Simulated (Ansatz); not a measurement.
# OsSe (zincblende): equation of state

The task here is to estimate one member of a computed series from the others.

Program: Ansatz 0.2.0. Level of theory: DFT r²SCAN, scalar-relativistic, plane waves, PAW. These are calculated values, not measurements.

3 further runs of the same task are left out: 3 that didn't finish. Runs told in other sessions of the task aren't counted.

### Starting point

It takes space group F-43m (No. 216, cubic). The conventional cell has a = 5.470 Å, b = 5.470 Å, c = 5.470 Å, α = 90.00°, β = 90.00°, γ = 90.00°. Around Os (site symmetry -43m) lie 4 Se at 2.37 Å. Se (site symmetry -43m) is surrounded by 4 Os at 2.37 Å.

Coordinates:

```cif
data_structure
_symmetry_space_group_name_H-M 'P 1'
_symmetry_Int_Tables_number 1
_cell_length_a 3.8676
_cell_length_b 3.8676
_cell_length_c 3.8676
_cell_angle_alpha 60.000
_cell_angle_beta 60.000
_cell_angle_gamma 60.000
_cell_volume 40.91
loop_
_atom_site_label
_atom_site_type_symbol
_atom_site_fract_x
_atom_site_fract_y
_atom_site_fract_z
_atom_site_occupancy
Os1 Os 0.00000 0.00000 0.00000 1
Se1 Se 0.25000 0.25000 0.25000 1
```

An earlier run at r²SCAN left this cell at 20.453 Å³/atom and -0.09 GPa (10×10×10 mesh).

Volume factors to run: 0.980, 1.020, 0.960, 1.040, 1.070.

The first run:

File input.yaml:

```yaml
crystal:
  lattice:
    - [0.0, 2.7164248054, 2.7164248054]
    - [2.7164248054, 0.0, 2.7164248054]
    - [2.7164248054, 2.7164248054, 0.0]
  atoms:
    - { symbol: Os, position: [0.0, 0.0, 0.0], spin: 0.11 }
    - { symbol: Se, position: [0.25, 0.25, 0.25] }
basis:
  ecutwfc: 500
  ecutrho_ratio: 4
kpoints:
  mp_grid: { grid: [10, 10, 10] }
hamiltonian:
  xc: r2scan
scf:
  occupations: { method: gaussian, width: 0.05 }
output:
  forces: true
  stress: true
  eigenvalues: true
  populations: true
magnetization:
  spin_polarized: true
```

Launch:

```sh
> ansatz run input.yaml --threads 2 --pin off --max-ram 2662MiB --backend cpu --events-out ev --progress --plain --runs-dir out
```

Among the steps run: Scaling the volume by 0.980; Volume × 1.020; Scaling the volume by 0.960; Volume × 1.040; Volume × 1.070.

One of the session's tables, all rows but one given; the rest of the session is left out.

It belongs to the step «The fit». 

```
volume (Å³/atom)  energy (meV/atom)  pressure (GPa)  moment of atom 1 (μB)
          19.635              16.61            6.88                   0.09
          20.044               3.86            3.19                   0.09
          20.453               0.00           -0.09                   0.10
          20.863                  ?               ?                      ?
          21.272              15.07           -5.58                   0.11
          21.885              42.99           -8.90                   0.13
```

**Question.** Estimate the row for volume (Å³/atom) = 20.863.

Worked estimate for «energy (meV/atom)». A straight line through the neighbours (20.453, 0.00) and (21.272, 15.07) gives 0.00 + (15.07 − 0.00) × (20.863 − 20.453) / (21.272 − 20.453) = 7.54; a parabola fitted to 4 rows on both sides gives 4.19.

As computed: energy (meV/atom): 4.04; pressure (GPa): -3.00; moment of atom 1 (μB): 0.10. In «energy (meV/atom)» the line misses by +3.50 and the parabola by +0.15.

Limits of these values: Warnings in the runs' records: stability check not made.
